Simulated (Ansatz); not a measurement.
**CH5OSSi radical: small, medium and large basis sets**

One table from this session's results is given with a row withheld; the runs are named, their logs left out.

Method: one geometry, several basis sets; program: Ansatz 0.2.0, Gaussian basis.

The runs, in order: PBE0-D4/def2-SVP; ωB97M-V/def2-SVP; PBE0-D4/def2-QZVPP; ωB97M-V/def2-QZVPP; the functionals' def2-TZVPP values are taken from earlier runs.

### Structure used throughout

All runs share one geometry, relaxed beforehand with PBE0-D4 in a triple-zeta def2 set.

9 atoms, charge 0, spin multiplicity 2.

Atoms are counted from 1 here; the program's logs count them from 0.

Bond lengths: C1–O2 1.412 Å, C1–H5 1.091 Å, C1–H6 1.094 Å, C1–H7 1.096 Å, O2–Si3 1.644 Å, Si3–S4 2.127 Å, Si3–H8 1.498 Å, S4–H9 1.344 Å. Angles: O2–C1–H5 108.0°, O2–C1–H6 111.2°, O2–C1–H7 111.7°, H5–C1–H6 108.7°, H5–C1–H7 108.6°, H6–C1–H7 108.7°, C1–O2–Si3 123.5°, O2–Si3–S4 110.4°, O2–Si3–H8 109.7°, S4–Si3–H8 105.2°, Si3–S4–H9 94.8°.

The first run:

File in.yaml:

```yaml
crystal:
  periodic: [false, false, false]
  atoms:
    - {symbol: C, position_ang: [-1.412664, 0.428349, 0.542316]}
    - {symbol: O, position_ang: [-0.008768, 0.349576, 0.417959]}
    - {symbol: Si, position_ang: [0.752235, -0.372083, -0.848616]}
    - {symbol: S, position_ang: [2.806361, -0.689023, -0.397105]}
    - {symbol: H, position_ang: [-1.644360, 0.697786, 1.573673]}
    - {symbol: H, position_ang: [-1.825727, 1.194570, -0.120983]}
    - {symbol: H, position_ang: [-1.893231, -0.530143, 0.315493]}
    - {symbol: H, position_ang: [0.182413, -1.739538, -1.067845]}
    - {symbol: H, position_ang: [3.132239, 0.614209, -0.432093]}
basis:
  gaussian: {orbitals: def2-SVP}
magnetization: {spin_polarized: true, initial_magnetization: 1}
hamiltonian: {xc: pbe0, dispersion: d4}
output: {orbitals: {seedname: orbitals}}
```

Steps of the session up to this table: PBE0-D4 in def2-SVP; ωB97M-V in def2-SVP; PBE0-D4 in def2-QZVPP; ωB97M-V in def2-QZVPP.

One table of the session follows, with a row left open; its other results are not shown here.

It belongs to the step «Functionals by basis». 

| functional | basis | HOMO (eV) | LUMO (eV) |
| --- | --- | --- | --- |
| PBE0-D4 | def2-SVP | -5.72 | -2.19 |
| PBE0-D4 | def2-TZVPP | -5.83 | -2.26 |
| PBE0-D4 | def2-QZVPP | -5.87 | -2.32 |
| ωB97M-V | def2-SVP | ? | ? |
| ωB97M-V | def2-TZVPP | -7.59 | -0.67 |
| ωB97M-V | def2-QZVPP | -7.63 | -0.77 |

**Question.** Estimate the row for ωB97M-V, def2-SVP.

The run gave: HOMO (eV): -7.46; LUMO (eV): -0.52. In the column «HOMO (eV)» it lies between ωB97M-V, def2-TZVPP (-7.59) and PBE0-D4, def2-QZVPP (-5.87).
